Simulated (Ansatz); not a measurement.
# C2H6BClS: small, medium and large basis sets

Aim: see how fast density functionals converge with the basis set for C2H6BClS.

Program: Ansatz 0.2.0, Gaussian basis. Level of theory: one geometry, several basis sets. These are calculated values, not measurements.

Levels to be run: PBE0-D4/def2-SVP; ωB97M-V/def2-SVP; PBE0-D4/def2-QZVPP; ωB97M-V/def2-QZVPP; the functionals' def2-TZVPP values are taken from earlier runs.

## (1) Structure used throughout

An earlier PBE0-D4 in a triple-zeta def2 set relaxation fixed the geometry.

SMILES `CCB(S)Cl`, 11 atoms, charge 0, spin multiplicity 1.

Atoms are counted from 1 here; the program's logs count them from 0.

Bond lengths: C1–C2 1.526 Å, C1–H6 1.091 Å, C1–H7 1.092 Å, C1–H8 1.092 Å, C2–B3 1.565 Å, C2–H9 1.101 Å, C2–H10 1.095 Å, B3–S4 1.792 Å, B3–Cl5 1.764 Å, S4–H11 1.344 Å. Angles: C2–C1–H6 111.2°, C2–C1–H7 111.1°, C2–C1–H8 111.2°, H6–C1–H7 108.0°, H6–C1–H8 107.4°, H7–C1–H8 107.7°, C1–C2–B3 116.1°, C1–C2–H9 109.2°, C1–C2–H10 110.4°, B3–C2–H9 105.3°, B3–C2–H10 110.1°, H9–C2–H10 105.1°, C2–B3–S4 124.7°, C2–B3–Cl5 120.6°, S4–B3–Cl5 114.7°, B3–S4–H11 96.7°.

Coordinates:

```csv
atom,x (Å),y (Å),z (Å)
C1,-1.0159,-0.3108,-1.0568
C2,0.0579,-0.5171,0.0072
B3,0.8245,0.7665,0.4680
S4,1.4458,1.0431,2.1260
Cl5,1.1908,2.0532,-0.6815
H6,-0.6024,0.1615,-1.9493
H7,-1.4620,-1.2620,-1.3547
H8,-1.8187,0.3322,-0.6888
H9,0.8331,-1.1920,-0.3867
H10,-0.3592,-1.0373,0.8753
H11,0.9714,-0.0943,2.6618
```

## (2) PBE0-D4 in def2-SVP

in.yaml

```yaml
crystal:
  periodic: [false, false, false]
  atoms:
    - {symbol: C, position_ang: [-1.015890, -0.310814, -1.056769]}
    - {symbol: C, position_ang: [0.057895, -0.517149, 0.007169]}
    - {symbol: B, position_ang: [0.824499, 0.766545, 0.467975]}
    - {symbol: S, position_ang: [1.445781, 1.043141, 2.125961]}
    - {symbol: Cl, position_ang: [1.190815, 2.053196, -0.681460]}
    - {symbol: H, position_ang: [-0.602393, 0.161464, -1.949318]}
    - {symbol: H, position_ang: [-1.462002, -1.261984, -1.354692]}
    - {symbol: H, position_ang: [-1.818721, 0.332241, -0.688834]}
    - {symbol: H, position_ang: [0.833062, -1.192048, -0.386716]}
    - {symbol: H, position_ang: [-0.359218, -1.037329, 0.875330]}
    - {symbol: H, position_ang: [0.971371, -0.094265, 2.661754]}
basis:
  gaussian: {orbitals: def2-SVP}
hamiltonian: {xc: pbe0, dispersion: d4}
output: {orbitals: {seedname: orbitals}}
```

Started as:

```bash
$ ansatz run in.yaml --threads 4 --pin off --events-out ev --progress --plain --max-ram 10444MiB
```

The runs that follow: ωB97M-V in def2-SVP; PBE0-D4 in def2-QZVPP; ωB97M-V in def2-QZVPP.

Q: Predict the results of all the runs planned. Wanted: PBE0-D4: double and triple zeta above quadruple; ωB97M-V: double and triple zeta above quadruple.

As calculated:

| quantity | value |
| --- | --- |
| PBE0-D4: double and triple zeta above quadruple | 11.87, 0.85 eV |
| ωB97M-V: double and triple zeta above quadruple | 11.93, 0.81 eV |

What this shows: For PBE0-D4 the step from double to triple zeta gains 11.01 eV and the next only 0.85 eV. Total energies overstate the basis error of differences, where much of it tends to cancel.
